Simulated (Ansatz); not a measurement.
## BClH₃OSi, SMILES [SiH3]O[B]Cl: a ladder of methods at one geometry, step by step

Computed with Ansatz's Python interface.

Typed at the interpreter:
```pycon
>>> import ansatz as az
>>> from ase import Atoms
>>> atoms = Atoms(["Si", "O", "B", "Cl", "H", "H", "H"], positions=[
...     (-0.4287, 0.5735, 0.4314),
...     (0.3549, -0.8532, 0.7396),
...     (1.3017, -0.9884, -0.3532),
...     (0.9893, -1.9411, -1.8614),
...     (-1.478, 0.8335, 1.4539),
...     (0.463, 1.767, 0.4183),
...     (-1.141, 0.5408, -0.8742),
... ])
>>> system = az.Crystal.molecule_from_ase(atoms)
>>> calculation = (
...     system.calculation()
...     .basis(gaussian="def2-SVP")
...     .spin("collinear", total=1)
...     .scf(lower_state_search="standard")
... )
>>> methods = ["mp2", "ccsd", "ccsd_t"]
>>> batch = az.Session.batch([calculation.correlation(m).input() for m in methods])
>>> reports = sorted(batch.plan().execute().molecular_reports, key=lambda each: each["member"])

>>> print(f"Hartree-Fock reference {reports[0]['reference_energy_ev'] / 27.211386246:.6f} Ha")
Hartree-Fock reference -849.448748 Ha
>>> best = reports[-1]["free_energy_ev"] - reports[-1]["reference_energy_ev"]
>>> for method, each in zip(methods, reports):
...     gained = each["free_energy_ev"] - each["reference_energy_ev"]
...     print(f"{method:8s} total {each['free_energy_ev'] / 27.211386246:.6f} Ha  correlation {gained:9.4f} eV  ({100 * gained / best:.1f} % of the last)")
...
mp2      total -849.928899 Ha  correlation  -13.0656 eV  (89.9 % of the last)
ccsd     total -849.968741 Ha  correlation  -14.1497 eV  (97.3 % of the last)
ccsd_t   total -849.982999 Ha  correlation  -14.5377 eV  (100.0 % of the last)
```

Caveats:
- These settings explore the input space; basis and method may be short of convergence.
- The geometry is a force-field or estimated start, not a minimum of this method, and the basis set is short of its limit. A lower total doesn't mark the better method: functionals have no common bound, and MP2 and coupled cluster aren't variational.
- The species is open-shell (spin multiplicity 2).
- Inner cores stay frozen, so this is valence correlation.

(Lines on the test bed's own set-up are left out of the output.)
